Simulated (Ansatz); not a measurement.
MoSe under changes of volume

One of the cells (24.210 Å³/atom); the others are scaled copies at fixed shape and fractional positions:

```xyz
2
Lattice="0.0000 2.8929 2.8929 2.8929 0.0000 2.8929 2.8929 2.8929 0.0000" Properties=species:S:1:pos:R:3 pbc="T T T"
Mo    0.0000    0.0000    0.0000
Se    2.8929    2.8929    2.8929
```

The cell was built by a generator and needn't be a form met in nature.

* Program: Ansatz 0.2.0
* Functional: PBE
* Potentials or basis: all-electron LAPW, scalar-relativistic
* Cutoff: 223 eV (chosen from the basis error)
* Basis error allowed: 0.0005 eV/atom
* k mesh: 8 × 8 × 8
* Occupations: fermi-dirac, width 0.05 eV
* Spin: no spin polarisation

```tsv
volume (Å³/atom)	energy over the lowest point (meV/atom)	pressure (GPa)
22.757	0.00	-18.9
23.241	58.42	-19.5
23.726	118.47	-20.0
24.210	179.81	-20.3
24.694	242.17	-20.6
25.178	305.27	-20.8
25.662	?	?
```

**Question.** What does the run at 25.662 Å³/atom give?

**Answer.** Energy over the lowest point 368.91 meV/atom; pressure -20.9 GPa.

Worked out: A Birch-Murnaghan fit of order 3 (a polynomial in V^(-2/3)) to the other rows has no minimum within the range. It gives 369.00 meV/atom at 25.662 Å³/atom, against the run's 368.91, and -dE/dV = -21.2 GPa, against -20.9.

Energies are extrapolated to zero smearing.
